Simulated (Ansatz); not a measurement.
# InBrF₂: how energies converge with the basis set

Aim: see how fast density functionals converge with the basis set for InBrF₂.

Computed with Ansatz 0.2.0, Gaussian basis. Level: one geometry, several basis sets.

Levels to be run: PBE0-D4/def2-SVP; ωB97M-V/def2-SVP; PBE0-D4/def2-QZVPP; ωB97M-V/def2-QZVPP; the functionals' def2-TZVPP values are taken from earlier runs.

## Step 1: The relaxed structure

An earlier PBE0-D4 in a triple-zeta def2 set relaxation fixed the geometry. In takes the def2 core potential; no spin-orbit term is included.

SMILES `[F][In]([F])[Br]`, 4 atoms, charge 0, spin multiplicity 1.

Atoms are counted from 1 here; the program's logs count them from 0.

Bond lengths: F1–In2 1.925 Å, In2–F3 1.925 Å, In2–Br4 2.413 Å. Angles: F1–In2–F3 113.7°, F1–In2–Br4 123.2°, F3–In2–Br4 123.2°.

## Step 2: PBE0-D4 in def2-SVP

Contents of in.yaml:

```yaml
crystal:
  periodic: [false, false, false]
  atoms:
    - {symbol: F, position_ang: [0.769013, 0.686518, 1.670888]}
    - {symbol: In, position_ang: [0.065515, -0.051358, 0.038562]}
    - {symbol: F, position_ang: [0.776019, -1.786837, -0.394037]}
    - {symbol: Br, position_ang: [-1.555047, 1.091476, -1.335713]}
basis:
  gaussian: {orbitals: def2-SVP}
hamiltonian: {xc: pbe0, dispersion: d4}
output: {orbitals: {seedname: orbitals}}
```

Further steps of the session: ωB97M-V in def2-SVP; PBE0-D4 in def2-QZVPP; ωB97M-V in def2-QZVPP.

**Question.** What will the summary of the whole plan be? Wanted: PBE0-D4: double and triple zeta above quadruple; ωB97M-V: double and triple zeta above quadruple.

The runs gave:

| quantity | value |
| --- | --- |
| PBE0-D4: double and triple zeta above quadruple | 17.64, 1.81 eV |
| ωB97M-V: double and triple zeta above quadruple | 17.67, 1.74 eV |

In words: For PBE0-D4 the step from double to triple zeta gains 15.83 eV and the next only 1.81 eV. Total energies overstate the basis error of differences, where much of it tends to cancel.
